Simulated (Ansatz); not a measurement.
# CuSnF6: the cost of one run

Program: Ansatz 0.2.0. Level of theory: reference: DFT r2SCAN, plane waves, PAW, scalar-relativistic, collinear spin. These are calculated values, not measurements.

1 further run of the same task is left out (it didn't finish).

**1. The structure to begin with**

The structure is triclinic, space group P-1 (No. 2). The conventional cell has a = 5.053 Å, b = 5.117 Å, c = 5.380 Å, α = 62.46°, β = 89.83°, γ = 61.62°. F (site symmetry 1) has 1 Cu at 1.93 Å and 1 Sn at 1.95 Å as nearest neighbours. Around F (site symmetry 1) lie 1 Sn at 1.91 Å and 1 Cu at 2.15 Å. Sn (site symmetry -1) has 6 F at 1.91 to 1.96 Å as nearest neighbours. Around Cu (site symmetry -1) lie 6 F at 1.92 to 2.15 Å. F (site symmetry 1) is surrounded by 1 Cu at 1.92 Å and 1 Sn at 1.96 Å.

Cell or atoms stand a little off a more symmetric structure (R-3 at a tolerance of 0.3 Å), so results at this geometry aren't those of that ideal crystal.

Structure file:

```cif
data_structure
_symmetry_space_group_name_H-M 'P-1'
_symmetry_Int_Tables_number 2
_cell_length_a 5.0534
_cell_length_b 5.1171
_cell_length_c 5.3800
_cell_angle_alpha 62.464
_cell_angle_beta 89.831
_cell_angle_gamma 61.623
_cell_volume 104.26
loop_
_atom_site_label
_atom_site_type_symbol
_atom_site_symmetry_multiplicity
_atom_site_Wyckoff_symbol
_atom_site_fract_x
_atom_site_fract_y
_atom_site_fract_z
_atom_site_occupancy
F1 F 2 i 0.24700 0.12300 0.74800 1
F2 F 2 i 0.61000 0.52900 0.73700 1
Sn1 Sn 1 f 0.50000 0.00000 0.50000 1
Cu1 Cu 1 a 0.00000 0.00000 0.00000 1
F3 F 2 i 0.13300 0.11400 0.25000 1
```

**2. Reference**

Contents of input.yaml:

```yaml
crystal:
  lattice:
    - [5.44741103, 0.0, 0.0]
    - [-2.24139731, 4.52916145, 0.0]
    - [-0.2290625, -3.03824574, 4.22599516]
  atoms:
    - { symbol: F, position: [0.748, 0.118, 0.871] }
    - { symbol: F, position: [0.252, 0.882, 0.129] }
    - { symbol: F, position: [0.737, 0.876, 0.266] }
    - { symbol: F, position: [0.263, 0.124, 0.734] }
    - { symbol: Sn, position: [0.5, 0.0, 0.5] }
    - { symbol: Cu, position: [0.0, 0.0, 0.0], spin: 0.8 }
    - { symbol: F, position: [0.25, 0.497, 0.364] }
    - { symbol: F, position: [0.75, 0.503, 0.636] }
kpoints:
  mp_grid: { grid: [4, 5, 4], shift: [0.0, 0.0, 0.0] }
magnetization:
  spin_polarized: true
scf:
  occupations: { method: fermi_dirac }
hamiltonian:
  pseudopotentials: { kind: paw }
  xc: r2scan
basis:
  ecutwfc: 500
output:
  forces: true
  stress: true
  eigenvalues: true
```

The run is started by

```console
ansatz run input.yaml --threads 1 --pin off --max-ram 2560MiB --backend cpu --events-out ev --progress --plain --runs-dir out
```

Q: Estimate wall time and peak memory on 1 thread of an x86-64 CPU, shared host.

About 71 s, with a peak of 0.96 GiB.
